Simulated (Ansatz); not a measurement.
# H₄OSSi + HBr: a complex and its separated parts, part 2 of 2

Ansatz 0.2.0, Gaussian basis. Earlier steps stand in the parts before.

## (13) CAM-B3LYP-D4/def2-TZVPP

The inputs:

parta/in.yaml

```yaml
crystal:
  periodic: [false, false, false]
  atoms:
    - {symbol: Si, position_ang: [-0.497594, -1.024796, 0.018324]}
    - {symbol: S, position_ang: [0.579995, -0.062776, 1.587514]}
    - {symbol: H, position_ang: [-1.707045, -1.705559, 0.525926]}
    - {symbol: H, position_ang: [0.493961, -1.988014, -0.522460]}
    - {symbol: O, position_ang: [-1.059220, 0.011677, -1.124539]}
    - {symbol: H, position_ang: [-0.482197, 0.623034, 2.043722]}
    - {symbol: H, position_ang: [-0.428085, 0.617088, -1.517775]}
basis:
  gaussian: {orbitals: def2-TZVPP}
hamiltonian: {xc: {name: CAM-B3LYP}, dispersion: d4}
```

partb/in.yaml

```yaml
crystal:
  periodic: [false, false, false]
  atoms:
    - {symbol: H, position_ang: [1.403991, 1.395302, 0.083363]}
    - {symbol: Br, position_ang: [1.696395, 2.134041, -1.094073]}
basis:
  gaussian: {orbitals: def2-TZVPP}
hamiltonian: {xc: {name: CAM-B3LYP}, dispersion: d4}
```

One command serves all of them, each in its own folder.

Launch:

```console
$ ansatz run in.yaml --threads 8 --pin off --events-out ev --progress --plain --max-ram 19148MiB
```

parta printed, cut to the lines that bear on the results:

```text
Functional definition: CAM-B3LYP
  name "CAM-B3LYP"
  cite "Yanai, Tew & Handy, Chem. Phys. Lett. 393, 51 (2004) doi:10.1016/j.cplett.2004.06.011"
  cite "Iikura, Tsuneda, Yanai & Hirao, J. Chem. Phys. 115, 3540 (2001) doi:10.1063/1.1383587"
  cite "Becke, Phys. Rev. A 38, 3098 (1988) doi:10.1103/PhysRevA.38.3098"
  cite "Lee, Yang & Parr, Phys. Rev. B 37, 785 (1988) doi:10.1103/PhysRevB.37.785"
[...]
  # Exact exchange under (alpha + beta erf(omega r))/r, Becke's under what is left of 1/r.
[...]
974 factors; their error is unknown
222 factors; integrals over basis functions are off by at most 1.3e-5 eV
[...]
mean field -20828.68239700 eV, -765.4399599019 hartree, gradient 2.6e-5 eV, S^2 0.000000; 0 other end points of the search recorded, 0 dependent functions left out
reference -20828.68250859 eV, -765.4399640024 hartree; 21, 21 occupied and 150, 150 virtual orbitals, 974 factors
Total energy: -20828.79377231 eV, -765.4440528688 hartree
```

Output in partb, cut to the lines that bear on the results:

```text
[... 6 set-up lines as earlier in the session ...]
[...]
  # Exact exchange under (alpha + beta erf(omega r))/r, Becke's under what is left of 1/r.
[...]
472 factors; their error is unknown
81 factors; integrals over basis functions are off by at most 1.2e-4 eV
[...]
mean field -70066.16346290 eV, -2574.8840147102 hartree, gradient 3.1e-5 eV, S^2 0.000000; 0 other end points of the search recorded, 0 dependent functions left out
reference -70066.16353960 eV, -2574.8840175288 hartree; 18, 18 occupied and 44, 44 virtual orbitals, 472 factors
Total energy: -70066.16901725 eV, -2574.8842188288 hartree
```

Times: 1.1 s (parta), 0.25 s (partb) on 8 threads of Arm Neoverse V1, shared host.

## (14) wB97X-V/def2-TZVPP

Each input of step 13 (parta, partb) changes in the same lines:

```diff
-hamiltonian: {xc: {name: CAM-B3LYP}, dispersion: d4}
+hamiltonian: {xc: {name: wB97X-V}}
```

Each run has its own folder and the same command.

Launch:

```console
$ ansatz run in.yaml --threads 8 --pin off --events-out ev --progress --plain --max-ram 19148MiB
```

Output in parta, cut to the lines that bear on the results:

```text
Functional definition: wB97X-V
  name "wB97X-V"
  cite "Mardirossian & Head-Gordon, Phys. Chem. Chem. Phys. 16, 9904 (2014) doi:10.1039/C3CP54374A"
[... 2 set-up lines as earlier in the session ...]
[...]
      + integral(e_c_pw_opposite_spin*poly(b97_u_opposite, cos0, cos1)) + vv10(b, c)
969 factors; their error is unknown
208 factors; integrals over basis functions are off by at most 1.2e-5 eV
[...]
mean field -20825.26074373 eV, -765.3142164634 hartree, gradient 4.0e-5 eV, S^2 0.000000; 0 other end points of the search recorded, 0 dependent functions left out
reference -20825.26074195 eV, -765.3142163979 hartree; 21, 21 occupied and 150, 150 virtual orbitals, 969 factors
Total energy: -20825.26074195 eV, -765.3142163979 hartree
```

Log of partb, cut to the lines that bear on the results:

```text
[... 5 set-up lines as earlier in the session ...]
[...]
      + integral(e_c_pw_opposite_spin*poly(b97_u_opposite, cos0, cos1)) + vv10(b, c)
472 factors; their error is unknown
72 factors; integrals over basis functions are off by at most 1.1e-4 eV
[...]
mean field -70056.29633462 eV, -2574.5214044343 hartree, gradient 1.2e-5 eV, S^2 0.000000; 0 other end points of the search recorded, 0 dependent functions left out
reference -70056.29633356 eV, -2574.5214043951 hartree; 18, 18 occupied and 44, 44 virtual orbitals, 472 factors
Total energy: -70056.29633356 eV, -2574.5214043951 hartree
```

Wall times: 2.3 s (parta), 0.4 s (partb) on 8 threads of Arm Neoverse V1, shared host.

## (15) wB97M-V/def2-TZVPP

The same edit goes into each in.yaml of step 14 (parta, partb):

```diff
-hamiltonian: {xc: {name: wB97X-V}}
+hamiltonian: {xc: {name: wB97M-V}}
```

Each run has its own folder and the same command.

Launch:

```console
$ ansatz run in.yaml --threads 8 --pin off --events-out ev --progress --plain --max-ram 19148MiB
```

parta printed, cut to the lines that bear on the results:

```text
Functional definition: wB97M-V
  name "wB97M-V"
  cite "Mardirossian & Head-Gordon, J. Chem. Phys. 144, 214110 (2016) doi:10.1063/1.4952647"
[... 2 set-up lines as earlier in the session ...]
  # Of w^i u^j: cxij and so on, Table III.
[...]
  gx(w, u) = 1 - cx + cx01*u + cx10*w
[...]
      + integral(e_c_pw_mod_opposite_spin*gos(b97_w_opposite, b97_u_opposite)) + vv10(b, c)
969 factors; their error is unknown
208 factors; integrals over basis functions are off by at most 1.2e-5 eV
[...]
mean field -20826.89745300 eV, -765.3743644197 hartree, gradient 1.3e-5 eV, S^2 0.000000; 0 other end points of the search recorded, 0 dependent functions left out
reference -20826.89749638 eV, -765.3743660138 hartree; 21, 21 occupied and 150, 150 virtual orbitals, 969 factors
Total energy: -20826.89749638 eV, -765.3743660138 hartree
```

Log of partb, cut to the lines that bear on the results:

```text
[... 5 set-up lines as earlier in the session ...]
  # Of w^i u^j: cxij and so on, Table III.
[...]
  gx(w, u) = 1 - cx + cx01*u + cx10*w
[...]
      + integral(e_c_pw_mod_opposite_spin*gos(b97_w_opposite, b97_u_opposite)) + vv10(b, c)
467 factors; their error is unknown
72 factors; integrals over basis functions are off by at most 1.1e-4 eV
[...]
mean field -70058.67558260 eV, -2574.6088401845 hartree, gradient 8.6e-6 eV, S^2 0.000000; 0 other end points of the search recorded, 0 dependent functions left out
reference -70058.67560840 eV, -2574.6088411329 hartree; 18, 18 occupied and 44, 44 virtual orbitals, 467 factors
Total energy: -70058.67560840 eV, -2574.6088411329 hartree
```

Times: 2.7 s (parta), 0.5 s (partb) on 8 threads of Arm Neoverse V1, shared host.

## (16) B2PLYP/def2-TZVPP

The same edit goes into each in.yaml of step 15 (parta, partb):

```diff
-hamiltonian: {xc: {name: wB97M-V}}
+hamiltonian: {xc: {name: B2PLYP}}
```

Each run has its own folder and the same command.

Launch:

```console
$ ansatz run in.yaml --threads 8 --pin off --events-out ev --progress --plain --max-ram 19148MiB
```

Log of parta, cut to the lines that bear on the results:

```text
Functional definition: B2PLYP
  name "B2PLYP"
  cite "Grimme, J. Chem. Phys. 124, 034108 (2006) doi:10.1063/1.2148954"
[... 2 set-up lines as earlier in the session ...]
[...]
989 factors; integrals over basis functions are off by at most 7.5e-4 eV
[...]
mean field -20815.91487574 eV, -764.9707621495 hartree, gradient 3.3e-6 eV, S^2 0.000000; 0 other end points of the search recorded, 0 dependent functions left out
11 core orbitals not correlated: weight in the atoms' cores, before any rotation towards them, 1.000 or more for the frozen orbitals, at most 0.000 for the correlated occupied ones
reference -20815.91502087 eV, -764.9707674831 hartree; 10, 10 occupied and 150, 150 virtual orbitals, 989 factors
second order -18.05116175 eV of doubles, -0.00000000 eV of singles
Total energy: -20820.78883454 eV, -765.1498768320 hartree
```

Log of partb, cut to the lines that bear on the results:

```text
[... 5 set-up lines as earlier in the session ...]
[...]
399 factors; integrals over basis functions are off by at most 1.5e-3 eV
[...]
mean field -70049.78225820 eV, -2574.2820165412 hartree, gradient 1.6e-6 eV, S^2 0.000000; 0 other end points of the search recorded, 0 dependent functions left out
9 core orbitals not correlated: weight in the atoms' cores, before any rotation towards them, 1.000 or more for the frozen orbitals, at most 0.000 for the correlated occupied ones
reference -70049.78235894 eV, -2574.2820202432 hartree; 9, 9 occupied and 44, 44 virtual orbitals, 399 factors
second order -9.24616329 eV of doubles, -0.00000000 eV of singles
Total energy: -70052.27882303 eV, -2574.3737636063 hartree
```

Times: 1.2 s (parta), 0.3 s (partb) on 8 threads of Arm Neoverse V1, shared host.

## (17) PBE-QIDH/def2-TZVPP

Each input of step 16 (parta, partb) changes in the same lines:

```diff
-hamiltonian: {xc: {name: B2PLYP}}
+hamiltonian: {xc: {name: PBE-QIDH}}
```

One command serves all of them, each in its own folder.

Launch:

```console
$ ansatz run in.yaml --threads 8 --pin off --events-out ev --progress --plain --max-ram 19148MiB
```

Log of parta, cut to the lines that bear on the results:

```text
Functional definition: PBE-QIDH
  name "PBE-QIDH"
  cite "Brémond, Sancho-García, Pérez-Jiménez & Adamo, J. Chem. Phys. 141, 031101 (2014) doi:10.1063/1.4890314"
[... 1 set-up line as earlier in the session ...]
[...]
989 factors; integrals over basis functions are off by at most 7.5e-4 eV
[...]
mean field -20809.08878606 eV, -764.7199079806 hartree, gradient 4.9e-6 eV, S^2 0.000000; 0 other end points of the search recorded, 0 dependent functions left out
11 core orbitals not correlated: weight in the atoms' cores, before any rotation towards them, 1.000 or more for the frozen orbitals, at most 0.000 for the correlated occupied ones
reference -20809.08879677 eV, -764.7199083742 hartree; 10, 10 occupied and 150, 150 virtual orbitals, 989 factors
second order -16.75987586 eV of doubles, -0.00000000 eV of singles
Total energy: -20814.67542205 eV, -764.9252130667 hartree
```

partb printed, cut to the lines that bear on the results:

```text
[... 4 set-up lines as earlier in the session ...]
[...]
399 factors; integrals over basis functions are off by at most 1.5e-3 eV
[...]
mean field -70043.31100091 eV, -2574.0442022220 hartree, gradient 9.1e-7 eV, S^2 0.000000; 0 other end points of the search recorded, 0 dependent functions left out
9 core orbitals not correlated: weight in the atoms' cores, before any rotation towards them, 1.000 or more for the frozen orbitals, at most 0.000 for the correlated occupied ones
reference -70043.31100803 eV, -2574.0442024837 hartree; 9, 9 occupied and 44, 44 virtual orbitals, 399 factors
second order -8.68130255 eV of doubles, -0.00000000 eV of singles
Total energy: -70046.20477555 eV, -2574.1505464784 hartree
```

Wall times: 1.3 s (parta), 0.3 s (partb) on 8 threads of Arm Neoverse V1, shared host.

## (18) RPA on PBE/def2-TZVPP

The same edit goes into each in.yaml of step 17 (parta, partb):

```diff
-hamiltonian: {xc: {name: PBE-QIDH}}
+hamiltonian: {xc: pbe}
+correlation: {method: rpa}
```

One command serves all of them, each in its own folder.

Launch:

```console
$ ansatz run in.yaml --threads 8 --pin off --events-out ev --progress --plain --max-ram 19148MiB
```

parta printed, cut to the lines that bear on the results:

```text
[... 4 set-up lines as earlier in the session ...]
[...]
989 factors; integrals over basis functions are off by at most 7.5e-4 eV
[...]
mean field -20817.74923618 eV, -765.0381736523 hartree, gradient 2.4e-6 eV, S^2 0.000000; 0 other end points of the search recorded, 0 dependent functions left out
11 core orbitals not correlated: weight in the atoms' cores, before any rotation towards them, 1.000 or more for the frozen orbitals, at most 0.000 for the correlated occupied ones
reference -20782.79381812 eV, -763.7535857323 hartree; 10, 10 occupied and 150, 150 virtual orbitals, 989 factors
Total energy: -20807.77567091 eV, -764.6716518889 hartree
```

Log of partb, cut to the lines that bear on the results:

```text
[... 4 set-up lines as earlier in the session ...]
[...]
399 factors; integrals over basis functions are off by at most 1.5e-3 eV
[...]
mean field -70052.13663777 eV, -2574.3685383944 hartree, gradient 4.3e-6 eV, S^2 0.000000; 0 other end points of the search recorded, 0 dependent functions left out
9 core orbitals not correlated: weight in the atoms' cores, before any rotation towards them, 1.000 or more for the frozen orbitals, at most 0.000 for the correlated occupied ones
reference -70014.55944836 eV, -2572.9876021543 hartree; 9, 9 occupied and 44, 44 virtual orbitals, 399 factors
Total energy: -70026.49302224 eV, -2573.4261529054 hartree
```

Wall times: 1.2 s (parta), 0.25 s (partb) on 8 threads of Arm Neoverse V1, shared host.

## (19) CCSD(T)/def2-TZVPP

Each input of step 18 (parta, partb) changes in the same lines:

```diff
-hamiltonian: {xc: pbe}
-correlation: {method: rpa}
+correlation: {method: ccsd_t}
```

Each run has its own folder and the same command.

Launch:

```console
$ ansatz run in.yaml --threads 8 --pin off --events-out ev --progress --plain --max-ram 19148MiB
```

Output in parta, cut to the lines that bear on the results:

```text
Functional definition: HF
  name "HF"
  cite "Fock, Z. Phys. 61, 126 (1930) doi:10.1007/BF01340294"
[... 1 set-up line as earlier in the session ...]
[...]
989 factors; integrals over basis functions are off by at most 7.5e-4 eV
[...]
mean field -20783.94502501 eV, -763.7958918053 hartree, gradient 3.7e-6 eV, S^2 0.000000; 0 other end points of the search recorded, 0 dependent functions left out
11 core orbitals not correlated: weight in the atoms' cores, before any rotation towards them, 1.000 or more for the frozen orbitals, at most 0.000 for the correlated occupied ones
reference -20783.94502501 eV, -763.7958918053 hartree; 10, 10 occupied and 150, 150 virtual orbitals, 989 factors
second order -14.85994030 eV of doubles, -0.00000000 eV of singles
cycle   1  -15.38981404 eV  change   -5.3e-1 eV  update   8.3e-2
[...]
cycle   9  -15.83731613 eV  change   -9.1e-6 eV  update   1.4e-5
perturbative correction -0.59889954 eV, -0.0220091520 hartree
Total energy: -20800.38124068 eV, -764.3999115902 hartree
```

partb printed, cut to the lines that bear on the results:

```text
[... 4 set-up lines as earlier in the session ...]
[...]
399 factors; integrals over basis functions are off by at most 1.5e-3 eV
[...]
mean field -70014.93836536 eV, -2573.0015270974 hartree, gradient 1.4e-6 eV, S^2 0.000000; 0 other end points of the search recorded, 0 dependent functions left out
9 core orbitals not correlated: weight in the atoms' cores, before any rotation towards them, 1.000 or more for the frozen orbitals, at most 0.000 for the correlated occupied ones
reference -70014.93836536 eV, -2573.0015270974 hartree; 9, 9 occupied and 44, 44 virtual orbitals, 399 factors
second order -7.83906389 eV of doubles, -0.00000000 eV of singles
cycle   1  -7.92764191 eV  change   -8.9e-2 eV  update   4.5e-2
[...]
cycle   7  -8.11357591 eV  change   -4.6e-6 eV  update   1.2e-5
perturbative correction -0.24159588 eV, -0.0088784849 hartree
Total energy: -70023.29353716 eV, -2573.3085739975 hartree
```

They took 9 s (parta), 0.3 s (partb) on 8 threads of Arm Neoverse V1, shared host; peak memory 1.4 GiB.

## (20) Vibrations of H₄OSSi

Input file vib-parta/in.yaml:

```yaml
crystal:
  periodic: [false, false, false]
  atoms:
    - {symbol: Si, position_ang: [-0.497594, -1.024796, 0.018324]}
    - {symbol: S, position_ang: [0.579995, -0.062776, 1.587514]}
    - {symbol: H, position_ang: [-1.707045, -1.705559, 0.525926]}
    - {symbol: H, position_ang: [0.493961, -1.988014, -0.522460]}
    - {symbol: O, position_ang: [-1.059220, 0.011677, -1.124539]}
    - {symbol: H, position_ang: [-0.482197, 0.623034, 2.043722]}
    - {symbol: H, position_ang: [-0.428085, 0.617088, -1.517775]}
basis:
  gaussian: {orbitals: def2-TZVP}
hamiltonian: {xc: pbe0, dispersion: d4}
phonons: {temperatures: {t_min: 298.15, t_max: 900, t_step: 200}}
```

Launch:

```console
$ ansatz run in.yaml --threads 8 --pin off --events-out ev --progress --plain --max-ram 19148MiB
```

Output, cut to the lines that bear on the results:

```text
[... 5 set-up lines as earlier in the session ...]
[...]
866 factors; their error is unknown
[...]
mean field -20819.42978441 eV, -765.0999326608 hartree, gradient 4.9e-5 eV, S^2 0.000000; 0 other end points of the search recorded, 0 dependent functions left out
[...]
Atom 4 at    -1.059220     0.011677    -1.124539 Å, force    -0.000108    -0.003385     0.002455 eV/Å
Atom 5 at    -0.482197     0.623034     2.043722 Å, force    -0.002204     0.000902     0.001544 eV/Å
Atom 6 at    -0.428085     0.617088    -1.517775 Å, force     0.002257     0.001753     0.001454 eV/Å
Dipole moment:     0.030445     0.145065    -0.097045 e Å
Vibrations: 193.65 248.49 313.54 507.22 522.89 711.82 792.82 839.61 911.95 918.01 952.47 2231.89 2268.10 2708.02 3913.68 cm⁻¹, zero-point energy 1.117974 eV
```

Wall time 19 s (8 threads of Arm Neoverse V1, shared host).

Wavenumbers and character of the modes:

```csv
mode,wavenumber (cm⁻¹),character
1,194,bend with torsion
2,248,torsion
3,314,torsion with bend
4,507,Si–S stretch
5,523,bend with torsion
6,712,bend
7,793,bend
8,840,bend with Si–O stretch
9,912,bend
10,918,Si–O stretch with bend
11,952,bend with wag or twist
12,2232,Si–H stretch
13,2268,Si–H stretch
14,2708,S–H stretch
15,3914,O–H stretch
```

Vibrational sums (real modes only):

```csv
T (K),entropy (J/mol/K),heat capacity (J/mol/K)
298,31.7,46.7
498,61.7,69.7
698,87.5,82.9
898,109.6,92.0
```

## (21) Vibrations of HBr

Input file vib-partb/in.yaml:

```yaml
crystal:
  periodic: [false, false, false]
  atoms:
    - {symbol: H, position_ang: [1.403991, 1.395302, 0.083363]}
    - {symbol: Br, position_ang: [1.696395, 2.134041, -1.094073]}
basis:
  gaussian: {orbitals: def2-TZVP}
hamiltonian: {xc: pbe0, dispersion: d4}
phonons: {temperatures: {t_min: 298.15, t_max: 900, t_step: 200}}
```

Launch:

```console
$ ansatz run in.yaml --threads 8 --pin off --events-out ev --progress --plain --max-ram 19148MiB
```

Output, cut to the lines that bear on the results:

```text
[... 5 set-up lines as earlier in the session ...]
[...]
457 factors; their error is unknown
[...]
mean field -70054.57278199 eV, -2574.4580650431 hartree, gradient 2.1e-5 eV, S^2 0.000000; 0 other end points of the search recorded, 0 dependent functions left out
[...]
reference -70054.57272571 eV, -2574.4580629751 hartree; 18, 18 occupied and 36, 36 virtual orbitals, 457 factors
Total energy: -70054.57831854 eV, -2574.4582685076 hartree
Atom 0 at     1.403991     1.395302     0.083363 Å, force    -0.000691    -0.001745     0.002782 eV/Å
Atom 1 at     1.696395     2.134041    -1.094073 Å, force     0.000691     0.001745    -0.002782 eV/Å
Dipole moment:    -0.040827    -0.103146     0.164398 e Å
Vibrations: 2668.33 cm⁻¹, zero-point energy 0.165415 eV
```

Run time: 1.6 s. Hardware: 8 threads of Arm Neoverse V1, shared host.

Wavenumbers and character of the modes:

```csv
mode,wavenumber (cm⁻¹),character
1,2668,Br–H stretch
```

Vibrational sums (real modes only):

```csv
T (K),entropy (J/mol/K),heat capacity (J/mol/K)
298,0.0,0.0
498,0.0,0.2
698,0.2,1.0
898,0.6,2.2
```

## (22) Complex less separated parts

The complex's own energies come from single points at the same levels.

Rows are in def2-TZVPP; times add the 3 runs of a level on a shared host, so small differences are noise.

Differences are taken before rounding.

```csv
method,rung,complex less parts (kJ/mol),from CCSD(T) (kJ/mol),time
SPW92,LDA,-46.5,-29.1,1.4 s
PBE-D4,GGA,-32.1,-14.7,2.1 s
BLYP-D4,GGA,-29.2,-11.8,2.2 s
r2SCAN-D4,meta-GGA,-26.3,-8.9,4.7 s
B97M-V,meta-GGA,-20.7,-3.3,7.6 s
PBE0-D4,hybrid,-27.1,-9.7,4.2 s
B3LYP-D4,hybrid,-26.0,-8.6,4.1 s
r2SCAN0-D4,hybrid,-23.6,-6.3,6.7 s
BHLYP-D4,hybrid,-22.2,-4.8,3.9 s
CAM-B3LYP-D4,range-separated hybrid,-22.7,-5.4,5.3 s
wB97X-V,range-separated hybrid,-19.5,-2.1,9.2 s
wB97M-V,range-separated hybrid,-20.0,-2.7,10 s
B2PLYP,double hybrid,-15.9,+1.5,5.6 s
PBE-QIDH,double hybrid,-19.6,-2.3,5.7 s
RPA on PBE,RPA,-11.8,+5.6,5.2 s
Hartree-Fock,wavefunction,6.4,+23.8,
MP2,wavefunction,-21.8,-4.4,
CCSD,wavefunction,-13.0,+4.3,
CCSD(T),wavefunction,-17.4,0,1.7 min
```

Among the levels timed on like hardware and quicker than the yardstick, those that no quicker one beats, quickest first: SPW92 (1.4 s, -29.1 kJ/mol); PBE-D4 (2.1 s, -14.7 kJ/mol); BLYP-D4 (2.2 s, -11.8 kJ/mol); BHLYP-D4 (3.9 s, -4.8 kJ/mol); B2PLYP (5.6 s, +1.5 kJ/mol).

For cost: B2PLYP gets within 1.5 kJ/mol in 5.6 s, where CCSD(T) took 1.7 min; the quickest level in the cost chart, SPW92, takes 1.4 s and misses by 29.1 kJ/mol.

The complex's zero-point energy, from a separate PBE0-D4 run, is 1.341 eV.

## (23) Outcome

What follows sums up all 2 parts.

```
                              quantity         value
complex less parts, CCSD(T)/def2-TZVPP  -17.4 kJ/mol
                with zero-point energy  -11.8 kJ/mol
                 largest T1 diagnostic         0.011
```

In words: At CCSD(T) the complex lies 17.4 kJ/mol below its parts. Among the functionals B2PLYP lands nearest to CCSD(T) (+1.5 kJ/mol) and SPW92 farthest (-29.1 kJ/mol). By rung, the mean size of the error is: LDA 29.1, GGA 13.3, meta-GGA 6.1, hybrid 7.4, range-separated hybrid 3.4, double hybrid 1.9 kJ/mol. The double hybrids carry no dispersion term here, unlike the levels marked D4 or V. PBE-D4 gives a relative energy 14.7 kJ/mol too low, outside chemical accuracy (1 kcal/mol, 4.2 kJ/mol). No counterpoise was applied, and triple zeta lacks some correlation, so the CCSD(T) reference has a basis error of its own, and close matches with it are partly luck.
